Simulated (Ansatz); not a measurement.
# Ag (bcc type): how the settings move a single-point run

How sensitive is a single-point run of Ag (bcc type) to its settings? A reference run comes first, then two runs with altered input.

Method: reference: DFT, LDA, all-electron LAPW, scalar-relativistic, in Ansatz 0.2.0.

## (1) The starting structure

Symmetry: Im-3m, No. 229, cubic system. Conventional cell: a = 3.014 Å, b = 3.014 Å, c = 3.014 Å, α = 90.00°, β = 90.00°, γ = 90.00°. Ag (site symmetry m-3m) has 8 Ag at 2.61 Å in its first shell of neighbours.

Structure file:

```
CELL_PARAMETERS angstrom
-1.50717 1.50717 1.50717
1.50717 -1.50717 1.50717
1.50717 1.50717 -1.50717
ATOMIC_POSITIONS crystal
Ag 0.00000 0.00000 0.00000
```

## (2) Reference

input.yaml reads:

```yaml
crystal:
  lattice:
    - [-1.5071682093, 1.5071682093, 1.5071682093]
    - [1.5071682093, -1.5071682093, 1.5071682093]
    - [1.5071682093, 1.5071682093, -1.5071682093]
  atoms:
    - { symbol: Ag, position: [0.0, 0.0, 0.0] }
kpoints:
  mp_grid: { grid: [17, 17, 17] }
scf:
  occupations: { method: fermi_dirac, width: 0.1 }
hamiltonian:
  xc: lda
  pseudopotentials: { kind: all_electron, lapw: { basis_error: 0.001 } }
output:
  forces: true
  stress: true
  eigenvalues: true
  populations: true
```

The run is started by

```sh
> ansatz run input.yaml --threads 1 --pin off --max-ram 2048MiB --backend cpu --events-out ev --progress --plain --runs-dir out
```

## (3) Changing settings: mp_grid.grid [26, 26, 26]

Changes to input.yaml since step 2:

```diff
@@ -8,3 +8,3 @@
 kpoints:
-  mp_grid: { grid: [17, 17, 17] }
+  mp_grid: { grid: [26, 26, 26] }
 scf:
```

## (4) A run with other settings

Changes to input.yaml since step 2:

```diff
@@ -11,2 +11,4 @@
   occupations: { method: fermi_dirac, width: 0.1 }
+  convergence: { dr2_threshold: 0.0001 }
+  algorithm: direct_min
 hamiltonian:
@@ -14,2 +16,3 @@
   pseudopotentials: { kind: all_electron, lapw: { basis_error: 0.001 } }
+  dispersion: d3bjatm
 output:
```

(Steps that only read results are left out.)

Q: Predict the outcome of this session. Wanted: for each run, ending; energy change; pressure; gap; force.

**Answer**, as computed:

```csv
run,ending,energy change,pressure (GPa),gap (eV),force (eV/Å),cycles,time
reference,converged,0,34.8,0.00,0.00,7,19 s
"1: mp_grid.grid [26, 26, 26]",converged,+3.5 meV/atom,34.7,0.00,0.00,7,55 s
"2: dr2_threshold 0.0001, scf.algorithm direct_min, dispersion d3bjatm",converged,-641.3 meV/atom (offset of the dispersion model),28.1,0.00,0.00,5,35 s
```

Residual by cycle in the longest SCF loop of each run; runs are numbered as in the table. The quantity is the density residual dr2, in eV.

```csv
cycle,reference,run 1,run 2
1,0.0862,0.087,0.0862
2,0.00505,0.005,0.00212
3,0.00869,0.00876,2.7e-6
4,0.00197,0.00197,2.6e-9
5,9.0e-5,9.1e-5,4.0e-13
6,1.9e-6,1.9e-6,-
7,2.9e-8,2.8e-8,-
```

**Reading.** «mp_grid.grid [26, 26, 26]» moves the energy by +3.5 meV/atom. The structure is not at rest: the sound run finds 35 GPa, so these are no properties of the relaxed crystal. 
